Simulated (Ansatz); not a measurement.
# CH4OSeSi: the cost of one run

All numbers are computed with Ansatz 0.2.0 through its Python package. Level of theory: Hartree-Fock/6-31G*.

### 1 The system

Bond lengths: Se1–C2 1.881 Å, C2–O3 1.351 Å, C2–Si4 1.858 Å, O3–Si4 1.728 Å, Se1–H5 1.530 Å, C2–H6 1.113 Å, Si4–H7 1.449 Å, Si4–H8 1.482 Å. Angles: Se1–C2–O3 110.0°, Se1–C2–Si4 114.4°, Se1–C2–H6 122.1°, O3–C2–Si4 62.8°, O3–C2–H6 113.4°, Si4–C2–H6 118.6°, C2–Se1–H5 92.9°, C2–O3–Si4 73.1°, C2–Si4–O3 44.1°, C2–Si4–H7 118.9°, C2–Si4–H8 116.0°, O3–Si4–H7 112.4°, O3–Si4–H8 107.3°, H7–Si4–H8 125.1°.

No structure file is read: the coordinates are typed or built in the script.

### 2 The code

The input, tae_ch4osesi.py:

```python
'''Atomisation energy of CH4OSeSi at the given geometry.'''

from collections import Counter

import ansatz as az

BASIS = '6-31G*'
XC = 'HF'


def energy(molecule, charge=0, unpaired=0):
    calc = molecule.calculation().basis(gaussian=BASIS).functional(XC)
    if charge:
        calc = calc.charge(charge)
    if unpaired:
        calc = calc.spin('collinear', total=unpaired)
    report = calc.run().report
    if report['published_state_doubts']:
        print('  doubts:', report['published_state_doubts'])
    return report['free_energy_ev']

GEOMETRY = '''
Se   -1.45140    1.28490   -0.54480
C     0.00690    0.60070    0.42570
O     1.14340    0.73510   -0.29300
Si    0.74670   -0.94670   -0.28970
H    -2.47030    0.48990    0.27490
H     0.14380    0.80490    1.51080
H     1.65740   -1.72670    0.52330
H     0.31560   -1.29930   -1.66290
'''

ch4osesi = az.Crystal.molecule()
for line in GEOMETRY.strip().splitlines():
    symbol, *xyz = line.split()
    ch4osesi = ch4osesi.atom(symbol, [float(v) for v in xyz])

# Hund ground states
unpaired = {'Se': 2, 'C': 2, 'O': 2, 'Si': 2, 'H': 1}
counts = Counter(site.symbol for site in ch4osesi.cartesian_sites)
atom_energy = {s: energy(az.Crystal.molecule().atom(s, (0, 0, 0)), 0, unpaired[s]) for s in counts}
whole = energy(ch4osesi, 0, 0)
for s, e in atom_energy.items():
    print(f'{s:2s} x{counts[s]}  {e:14.5f} eV')
print(f'CH4OSeSi: {whole:.5f} eV')
split = sum(counts[s] * e for s, e in atom_energy.items()) - whole
print(f'atomisation energy (no zero-point term): {split:.3f} eV, {split / sum(counts.values()):.3f} eV an atom')
```

### 3 The calls as engine input

The engine receives this input (first run):

```yaml
crystal:
  periodic: [false, false, false]
  atoms:
    - { symbol: Se, position_ang: [0.0, 0.0, 0.0] }
basis:
  gaussian:
    orbitals: "6-31G*"
hamiltonian:
  xc: hf
magnetization:
  spin_polarized: true
  initial_magnetization: 2.0
```

### 4 The run

Run with:

```sh
$ python tae_ch4osesi.py
```

What time and memory should one allow on 1 thread of Arm Neoverse V1, shared host?

About 2.3 s, with a peak of 0.23 GiB.
